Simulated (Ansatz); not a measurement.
# C4H12Ge: small, medium and large basis sets

The task here is to estimate one member of a computed series from the others.

Computed with Ansatz 0.2.0, Gaussian basis. Level: one geometry, several basis sets.

Plan: PBE0-D4/def2-SVP; ωB97M-V/def2-SVP; PBE0-D4/def2-QZVPP; ωB97M-V/def2-QZVPP; the functionals' def2-TZVPP values are taken from earlier runs.

**The relaxed structure**

An earlier PBE0-D4 in a triple-zeta def2 set relaxation fixed the geometry.

SMILES `C[C](C)(C)[GeH3]`, 17 atoms, charge 0, spin multiplicity 1.

Atoms are counted from 1 here; the program's logs count them from 0.

Bond lengths: C1–C2 1.525 Å, C1–H6 1.094 Å, C1–H7 1.097 Å, C1–H8 1.094 Å, C2–C3 1.525 Å, C2–C4 1.525 Å, C2–Ge5 1.979 Å, C3–H9 1.094 Å, C3–H10 1.094 Å, C3–H11 1.097 Å, C4–H12 1.094 Å, C4–H13 1.094 Å, C4–H14 1.097 Å, Ge5–H15 1.542 Å, Ge5–H16 1.542 Å, Ge5–H17 1.542 Å. Angles: C2–C1–H6 111.8°, C2–C1–H7 110.1°, C2–C1–H8 111.8°, H6–C1–H7 107.5°, H6–C1–H8 107.9°, H7–C1–H8 107.5°, C1–C2–C3 110.0°, C1–C2–C4 110.0°, C1–C2–Ge5 108.9°, C3–C2–C4 110.0°, C3–C2–Ge5 108.9°, C4–C2–Ge5 108.9°, C2–C3–H9 111.8°, C2–C3–H10 111.8°, C2–C3–H11 110.1°, H9–C3–H10 107.9°, H9–C3–H11 107.5°, H10–C3–H11 107.5° and more.

The first run:

in.yaml

```yaml
crystal:
  periodic: [false, false, false]
  atoms:
    - {symbol: C, position_ang: [-0.740215, 0.398956, -1.329149]}
    - {symbol: C, position_ang: [0.063021, -0.042343, -0.110844]}
    - {symbol: C, position_ang: [1.455115, 0.577850, -0.151524]}
    - {symbol: C, position_ang: [0.170387, -1.562777, -0.079772]}
    - {symbol: Ge, position_ang: [-0.865251, 0.569671, 1.526586]}
    - {symbol: H, position_ang: [-0.837059, 1.487007, -1.380400]}
    - {symbol: H, position_ang: [-0.241391, 0.069129, -2.248830]}
    - {symbol: H, position_ang: [-1.746525, -0.029054, -1.329949]}
    - {symbol: H, position_ang: [2.058039, 0.281576, 0.711358]}
    - {symbol: H, position_ang: [1.413430, 1.670378, -0.173954]}
    - {symbol: H, position_ang: [1.987184, 0.250029, -1.053108]}
    - {symbol: H, position_ang: [-0.813199, -2.039724, -0.049079]}
    - {symbol: H, position_ang: [0.741399, -1.912810, 0.784678]}
    - {symbol: H, position_ang: [0.682881, -1.922581, -0.980501]}
    - {symbol: H, position_ang: [-0.989676, 2.106343, 1.526819]}
    - {symbol: H, position_ang: [-2.279431, -0.040123, 1.597982]}
    - {symbol: H, position_ang: [-0.077709, 0.137976, 2.779688]}
basis:
  gaussian: {orbitals: def2-SVP}
hamiltonian: {xc: pbe0, dispersion: d4}
output: {orbitals: {seedname: orbitals}}
```

Run with:

```sh
$ ansatz run in.yaml --threads 8 --pin off --events-out ev --progress --plain --max-ram 20889MiB
```

Among the steps run: PBE0-D4 in def2-SVP; ωB97M-V in def2-SVP; PBE0-D4 in def2-QZVPP; ωB97M-V in def2-QZVPP.

One table of the session follows, with a row left open; its other results are not shown here.

| functional | basis | HOMO (eV) | LUMO (eV) |
| --- | --- | --- | --- |
| PBE0-D4 | def2-SVP | -7.67 | 1.09 |
| PBE0-D4 | def2-TZVPP | ? | ? |
| PBE0-D4 | def2-QZVPP | -7.69 | 0.37 |
| ωB97M-V | def2-SVP | -9.81 | 2.81 |
| ωB97M-V | def2-TZVPP | -9.83 | 2.19 |
| ωB97M-V | def2-QZVPP | -9.84 | 1.58 |

Q: Estimate the row for PBE0-D4, def2-TZVPP from the others.

The run gave: HOMO (eV): -7.68; LUMO (eV): 0.67. In the column «HOMO (eV)» it lies between PBE0-D4, def2-QZVPP (-7.69) and PBE0-D4, def2-SVP (-7.67).
